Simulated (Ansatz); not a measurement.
**BH2SCl (SMILES SBCl): CAM-B3LYP/STO-3G**

What is the electronic atomisation energy of BH2SCl at CAM-B3LYP/STO-3G? 

The results are computed with Ansatz 0.2.0.

61 further runs of the same task are left out: 1 that didn't finish, 60 set aside as unsound or not needed.

### Step 1. The molecule

The species is BH2SCl (5 atoms), meant as a singlet with charge 0. SMILES: `SBCl`. Geometry: relaxed at PBE0-D4/def2-TZVP. This is one conformer, not always the lowest.

Bond lengths: S1–B2 1.779 Å, B2–Cl3 1.745 Å, S1–H4 1.343 Å, B2–H5 1.189 Å. Angles: S1–B2–Cl3 118.6°, S1–B2–H5 122.1°, Cl3–B2–H5 119.3°, B2–S1–H4 96.0°.

### Step 2. The energy at CAM-B3LYP/STO-3G

in.yaml

```yaml
basis:
  gaussian:
    orbitals: STO-3G
crystal:
  periodic: [false, false, false]
  atoms:
    - symbol: S
      position_ang: [-1.294500, -0.008800, -0.323500]
    - symbol: B
      position_ang: [0.402900, -0.217800, 0.164700]
    - symbol: Cl
      position_ang: [0.888700, -1.738900, 0.868900]
    - symbol: H
      position_ang: [-1.157600, 1.248200, -0.777100]
    - symbol: H
      position_ang: [1.210400, 0.643400, 0.025700]
hamiltonian:
  xc: {name: CAM-B3LYP}
accuracy: high
```

Launch:

```
$ ansatz run in.yaml --threads 1 --pin off --max-ram 2610MiB --events-out events.jsonl --progress --plain --runs-dir runs
```

Log:

```text
Warning: RAYON_NUM_THREADS=1 ignored (pool sized by the plan → 1); use --threads N
Functional definition: CAM-B3LYP
  name "CAM-B3LYP"
  parameter alpha = 0.19
  parameter beta = 0.46
  parameter omega = 0.33/bohr
  parameter ac = 0.81
  exchange = (1 - alpha - beta)*b88_x + beta*b88_x_sr(omega) + alpha*exact_x + beta*exact_x_lr(omega)
  correlation = (1 - ac)*vwn5_c + ac*lyp_c
450 factors; integrals over basis functions are off by at most 2.0e-8 eV
180 factors; integrals over basis functions are off by at most 1.3e-9 eV
mean field evaluation 1: about -23801.2467 eV, gradient 1.7e1 eV
mean field evaluation 2: about -23801.8363 eV, gradient 1.5e1 eV
mean field evaluation 4: about -23802.5547 eV, gradient 2.9e-1 eV
mean field evaluation 8: about -23802.5260 eV, gradient 2.2e-3 eV
mean field evaluation 16: about -23802.5260 eV, gradient 1.3e-8 eV
mean field -23802.52595117 eV, -874.7266947739 hartree, gradient 1.2e-8 eV, S^2 0.000000; 0 other end points of the search recorded, 0 dependent functions left out
reference -23802.52596458 eV, -874.7266952669 hartree; 20, 20 occupied and 5, 5 virtual orbitals, 450 factors
Total energy: -23802.52596458 eV, -874.7266952669 hartree
```

Wall time 1.7 s (1 thread of Arm Neoverse V1, shared host); peak memory 0.1 GiB.

### Step 3. The B atom at the same level

job.yaml

```yaml
crystal:
  periodic: [false, false, false]
  atoms:
    - {symbol: B, position_ang: [0.000000, 0.000000, 0.000000]}
basis:
  gaussian:
    orbitals: STO-3G
magnetization:
  spin_polarized: true
  initial_magnetization: 1
hamiltonian:
  xc: {name: CAM-B3LYP}
accuracy: high
```

Launch:

```
$ ansatz run job.yaml --threads 1 --pin off --max-ram 2610MiB --events-out events.jsonl --progress --plain --runs-dir runs
```

Log:

```text
Warning: RAYON_NUM_THREADS=1 ignored (pool sized by the plan → 1); use --threads N
Functional definition: CAM-B3LYP
  name "CAM-B3LYP"
  parameter alpha = 0.19
  parameter beta = 0.46
  parameter omega = 0.33/bohr
  parameter ac = 0.81
  exchange = (1 - alpha - beta)*b88_x + beta*b88_x_sr(omega) + alpha*exact_x + beta*exact_x_lr(omega)
  correlation = (1 - ac)*vwn5_c + ac*lyp_c
15 factors; integrals over basis functions are off by at most 8.9e-10 eV
15 factors; integrals over basis functions are off by at most 3.4e-10 eV
mean field evaluation 1: about -660.0554 eV, gradient 2.8e-7 eV
mean field evaluation 2: about -660.0555 eV, gradient 7.5e-7 eV
mean field evaluation 4: about -660.0555 eV, gradient 2.3e-8 eV
mean field -660.05548900 eV, -24.2565918192 hartree, gradient 0.0e0 eV, S^2 0.750000; 0 other end points of the search recorded, 0 dependent functions left out
reference -660.05549763 eV, -24.2565921361 hartree; 3, 2 occupied and 2, 3 virtual orbitals, 15 factors
Total energy: -660.05549763 eV, -24.2565921361 hartree
```

It took 0.3 s on 1 thread of Arm Neoverse V1, shared host.

### Step 4. The Cl atom, same level

run.yaml

```yaml
crystal:
  periodic: [false, false, false]
  atoms:
    - {symbol: Cl, position_ang: [0.000000, 0.000000, 0.000000]}
basis:
  gaussian:
    orbitals: STO-3G
accuracy: high
magnetization:
  spin_polarized: true
  initial_magnetization: 1
hamiltonian:
  xc: {name: CAM-B3LYP}
```

Launch:

```
$ ansatz run run.yaml --threads 1 --pin off --max-ram 2610MiB --events-out events.jsonl --progress --plain --runs-dir runs
```

Log:

```text
Warning: RAYON_NUM_THREADS=1 ignored (pool sized by the plan → 1); use --threads N
Functional definition: CAM-B3LYP
  name "CAM-B3LYP"
  parameter alpha = 0.19
  parameter beta = 0.46
  parameter omega = 0.33/bohr
  parameter ac = 0.81
  exchange = (1 - alpha - beta)*b88_x + beta*b88_x_sr(omega) + alpha*exact_x + beta*exact_x_lr(omega)
  correlation = (1 - ac)*vwn5_c + ac*lyp_c
42 factors; integrals over basis functions are off by at most 4.6e-9 eV
23 factors; integrals over basis functions are off by at most 1.8e-9 eV
mean field evaluation 1: about -12384.2243 eV, gradient 2.5e-1 eV
mean field evaluation 2: about -12384.2244 eV, gradient 8.2e-3 eV
mean field evaluation 4: about -12384.2248 eV, gradient 1.3e-7 eV
mean field evaluation 8: about -12384.2248 eV, gradient 1.0e-12 eV
mean field -12384.22484326 eV, -455.1118686607 hartree, gradient 1.0e-12 eV, S^2 0.750000; 0 other end points of the search recorded, 0 dependent functions left out
reference -12384.22485110 eV, -455.1118689488 hartree; 9, 8 occupied and 0, 1 virtual orbitals, 42 factors
Total energy: -12384.22485110 eV, -455.1118689488 hartree
```

It took 0.46 s on 1 thread of Arm Neoverse V1, shared host.

### Step 5. The H atom, same level

input.yaml

```yaml
crystal:
  periodic: [false, false, false]
  atoms:
    - {symbol: H, position_ang: [0.000000, 0.000000, 0.000000]}
basis:
  gaussian:
    orbitals: STO-3G
magnetization:
  spin_polarized: true
  initial_magnetization: 1
hamiltonian:
  xc: {name: CAM-B3LYP}
accuracy: high
```

Run the same way, it converges to -0.46260 Eh (log not shown).

### Step 6. The S atom

input.yaml

```yaml
crystal:
  periodic: [false, false, false]
  atoms:
    - symbol: S
      position_ang: [0.000000, 0.000000, 0.000000]
basis:
  gaussian:
    orbitals: STO-3G
hamiltonian:
  xc: {name: CAM-B3LYP}
magnetization:
  spin_polarized: true
  initial_magnetization: 2
accuracy: high
```

Run the same way, it converges to -393.66192 Eh (log not shown).

### Step 7. Outcome

At CAM-B3LYP/STO-3G:

| quantity | value |
| --- | --- |
| molecule: total energy | -874.72670 Eh |
| B atom: total energy | -24.25659 Eh |
| B atom: ⟨S²⟩ | 0.750 |
| Cl atom: total energy | -455.11187 Eh |
| Cl atom: ⟨S²⟩ | 0.750 |
| H atom: total energy | -0.46260 Eh |
| H atom: ⟨S²⟩ | 0.750 |
| S atom: total energy | -393.66192 Eh |
| S atom: ⟨S²⟩ | 2.000 |
| electronic atomisation energy | 20.983 eV |

In words: Taking the molecule apart into free atoms costs 20.98 eV (484 kcal/mol), before zero-point energy and without spin-orbit coupling. In a minimal basis such a difference can be off by several eV, whatever the method.
